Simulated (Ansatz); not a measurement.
# ZnS (P6_3mc): frozen displacement of one atom

Wanted for ZnS (P6_3mc): a frozen displacement of one atom.

Program: Ansatz 0.2.0, driven from Python. Level of theory: DFT PBE, plane waves, PAW. These are calculated values, not measurements.

### Step 1. The structure

It takes space group P6_3mc (No. 186, hexagonal). The conventional cell has a = 3.811 Å, b = 3.811 Å, c = 6.234 Å, α = 90.00°, β = 90.00°, γ = 120.00°. Around Zn (site symmetry 3m) lie 4 S at 2.31 to 2.40 Å. S (site symmetry 3m) has 4 Zn at 2.31 to 2.40 Å as nearest neighbours.

No structure file is read: the coordinates are typed or built in the script.

### Step 2. Script

Contents of run_push.py:

```python
import warnings

import ansatz
from ase import Atoms
import numpy as np

warnings.simplefilter("ignore", ansatz.DeckWarning)

atoms = Atoms(
    ["Zn", "Zn", "S", "S"],
    scaled_positions=[
        (1 / 3, 2 / 3, 0.0),
        (2 / 3, 1 / 3, 0.5),
        (1 / 3, 2 / 3, 0.385),
        (2 / 3, 1 / 3, 0.885),
    ],
    cell=[
        (3.811, 0.0, 0.0),
        (-1.9055, 3.300423, 0.0),
        (0.0, 0.0, 6.234),
    ],
    pbc=True,
)
structure = ansatz.Crystal.from_ase(atoms)

inverse = np.linalg.inv(np.array(structure.lattice.vectors))
home = np.array(structure.sites[1].position)
values = np.linspace(-0.02, 0.02, 5)
energies, pulls = [], []
for shift in values:
    moved = structure.move(1, to=home + shift * inverse[1])
    calculation = (
        moved.calculation()
        .functional("pbe")
        .kpoints(6, 6, 4)
        .scf(tolerance=1e-10)
        .occupations(ansatz.OccupationsMethod.FIXED)
        .forces()
    )
    report = calculation.run(threads=1, pin="off").report
    energies.append(report["free_energy_ev"])
    pulls.append(report["forces_ev_ang"][1][1])

print("shift (A)   dE (eV)   force along y (eV/A)")
for shift, e, f in zip(values, energies, pulls):
    print(f"{shift:8.3f} {e - energies[2]:10.5f} {f:12.4f}")
print(f"stiffness from energies {2 * np.polyfit(values, energies, 2)[0]:.3f}, from forces {-np.polyfit(values, pulls, 1)[0]:.3f} eV/A^2")
```

### Step 3. The calls as engine input

The engine receives this input (first run):

```yaml
crystal:
  lattice:
    - [3.811, 0.0, 0.0]
    - [-1.9055, 3.300423, 0.0]
    - [0.0, 0.0, 6.234]
  atoms:
    - { symbol: Zn, position: [0.3333333333333333, 0.6666666666666666, 0.0] }
    - { symbol: Zn, position: [0.6636367520163324, 0.32727350403266486, 0.5] }
    - { symbol: S, position: [0.3333333333333333, 0.6666666666666666, 0.385] }
    - { symbol: S, position: [0.6666666666666666, 0.3333333333333333, 0.8849999999999999] }
kpoints:
  mp_grid:
    grid: [6, 6, 4]
hamiltonian:
  xc: pbe
scf:
  convergence:
    dr2_threshold: 1.0e-10
  occupations:
    method: fixed
output:
  forces: true
```

### Step 4. The run

On the command line:

```bash
$ python run_push.py
```

The program printed:

```text
shift (A)   dE (eV)   force along y (eV/A)
  -0.020    0.00138       0.1392
  -0.010    0.00034       0.0685
   0.000    0.00000       0.0000
   0.010    0.00033      -0.0663
   0.020    0.00132      -0.1306
stiffness from energies 6.742, from forces 6.743 eV/A^2
```

It took 39 s on 1 thread of Arm Neoverse V2, shared host; peak memory 0.4 GiB.

### Step 5. What changed from run to run

The engine's inputs for some of the other runs:

Run 2, against run 1:

```diff
@@ -8 +8 @@
-    - { symbol: Zn, position: [0.6636367520163324, 0.32727350403266486, 0.5] }
+    - { symbol: Zn, position: [0.6651517093414995, 0.3303034186829991, 0.5] }
```

Run 3, against run 1:

```diff
@@ -8 +8 @@
-    - { symbol: Zn, position: [0.6636367520163324, 0.32727350403266486, 0.5] }
+    - { symbol: Zn, position: [0.6666666666666666, 0.3333333333333333, 0.5] }
```

Run 5, against run 1:

```diff
@@ -8 +8 @@
-    - { symbol: Zn, position: [0.6636367520163324, 0.32727350403266486, 0.5] }
+    - { symbol: Zn, position: [0.6696965813170008, 0.33939316263400177, 0.5] }
```

### Step 6. What each run gave

The 5 runs, in the order started:

```
run  shift of atom 2 from run 1 (Å)  energy from run 3 (meV/atom)  gap on the mesh (eV)  SCF cycles  CPU time (s)
  1                           0.000                          0.34                  2.25          10           8.8
  2                           0.010                          0.09                  2.25          10           8.8
  3                           0.020                          0.00                  2.25           9           3.6
  4                           0.030                          0.08                  2.25          10           8.4
  5                           0.040                          0.33                  2.24          10           8.8
```

### Step 7. What came out

| quantity | value |
| --- | --- |
| runs compared | 5 |
| range of energy | 0.34 meV/atom |
| lowest point, shift of atom 2 from run 1 (Å) | 0.020 |

What this shows: The curvature of the energy gives 6.742 eV/Å² and the slope of the force 6.743 eV/Å², a positive curvature. All periodic images of the atom move with it, so the curvature is one diagonal element of the zone-centre force constants and no normal mode; a positive value doesn't exclude soft modes in which several atoms move.
